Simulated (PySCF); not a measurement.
# Au3: other functionals and bases at one geometry

The task here is to estimate one member of a computed series from the others.

The runs use PySCF 2.14.0; several levels, as the steps say, no spin–orbit coupling.

3 further runs of the same task are left out: 2 for a known fault of the program, 1 that didn't finish.

### Starting geometry

3 atoms, charge 0, spin multiplicity 2.

Bond lengths: Au1–Au2 2.597 Å, Au2–Au3 2.597 Å. Angles: Au1–Au2–Au3 180.0°.

Geometry (Å):

```xyz
3
Au3
Au    0.00000    0.00000    2.59749
Au    0.00000    0.00000    0.00000
Au    0.00000    0.00000   -2.59749
```

An earlier session relaxed this geometry at TPSS, Au def2-SVP with ECP60 (doublet, point group D∞h).

At TPSS on the finer grid: E = -407.125523 Eh, HOMO -6.09 eV, LUMO -5.73 eV (over both spins), ⟨S²⟩ = 0.753, Mulliken charge on Au1 +0.13 e, largest force component 0.001 eV/Å. 

Levels to run: revPBE; r2SCAN; wB97X; PBE; TPSS, TZVP; TPSS, x2c-SVP. Hardware: 2 threads of Intel Xeon Platinum 8488C (Sapphire Rapids), shared host.

Set-up of the first run:

run.py (the lines that set the calculation)

```python
mol = gto.M(atom='''
Au     0.00000     0.00000     2.59749
Au     0.00000     0.00000     0.00000
Au     0.00000     0.00000    -2.59749''',
    basis={'Au': 'def2-SVP'},
    ecp={'Au': 'def2-SVP'},
    charge=0, spin=1)
mf = dft.UKS(mol, xc='PBE_R,PBE')
mf.grids.atom_grid = (75, 302)
mf = mf.density_fit()  # fitting sets: Au def2-universal-JKFIT
mf.conv_tol = 1e-08; mf.max_cycle = 55
mf.kernel(dm0)  # dm0: the density of the relaxed state
```

On the command line:

```console
$ OMP_NUM_THREADS=2 python run.py
```

Steps of the session up to this table: revPBE; r2SCAN; wB97X; PBE; TPSS, TZVP; TPSS, x2c-SVP.

One table of the session follows, with a row left open; its other results are not shown here.

```
              level  HOMO (eV)  gap (eV)  largest force component (eV/Å)
TPSS (relaxed here)      -6.09      0.36                            0.00
             revPBE      -6.08      0.33                            0.27
             r2SCAN      -6.36      0.65                            0.19
              wB97X      -8.43      5.12                            0.28
                PBE      -6.17      0.28                            0.09
         TPSS, TZVP      -6.10      0.35                            0.18
      TPSS, x2c-SVP          ?         ?                               ?
```

Q: Estimate the row for TPSS, x2c-SVP from the others.

**Answer.** HOMO (eV): -6.24; gap (eV): 0.44; largest force component (eV/Å): 0.37. In the column «HOMO (eV)» it lies between r2SCAN (-6.36) and PBE (-6.17).

In one basis the HOMO–LUMO gap runs from 0.28 eV (PBE) to 5.12 eV (wB97X). The largest leftover force, 0.37 eV/Å with TPSS, x2c-SVP, stands at a geometry relaxed at another level. Total energies of different levels can't be compared.
